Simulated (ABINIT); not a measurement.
The system is GaB.

```xyz
2
Lattice="2.7182 0.0000 0.0000 0.0000 2.7182 0.0000 0.0000 0.0000 3.2362" Properties=species:S:1:pos:R:3 pbc="T T T"
Ga    1.3591    1.3591    1.6181
B     0.0000    0.0000    0.0000
```

The cell was built by a generator and needn't be a form met in nature.

| Property | Result |
| --- | --- |
| Program | ABINIT 10.8.3 (patched build) |
| Task | single point |
| Functional | PBE |
| Potentials or basis | JTH PAW PBE v2.0 |
| Cutoff | 463 eV |
| k mesh | 10 × 10 × 8 |
| Occupations | fermi-dirac, width 0.05 eV |
| Spin | no spin polarisation |

On this cell: pressure -0.2 GPa; largest force under 0.003 eV/Å; band gap on the k mesh none (metal or under the smearing width).

The same run follows on a disturbed copy (atoms moved at random, drawn with an rms of 0.05 Å):

```xyz
2
Lattice="2.7182 0.0000 0.0000 0.0000 2.7182 0.0000 0.0000 0.0000 3.2362" Properties=species:S:1:pos:R:3 pbc="T T T"
Ga    1.3942    1.3710    1.5766
B    -0.0101   -0.0265   -0.0201
```

Problem. What does the disturbed cell give?

Solution. The energy (extrapolated to zero smearing) moves by -0.2 meV/atom; pressure -0.2 GPa; largest force 0.053 eV/Å; band gap on the k mesh none (metal or under the smearing width).

Forces on the atoms (eV/Å):
```
Ga   0.023  0.019  0.044
B   -0.023 -0.019 -0.044
```

Stress tensor (GPa, compression positive):
```
 0.08  0.15 -0.08
 0.15  0.10 -0.07
-0.08 -0.07 -0.69
```
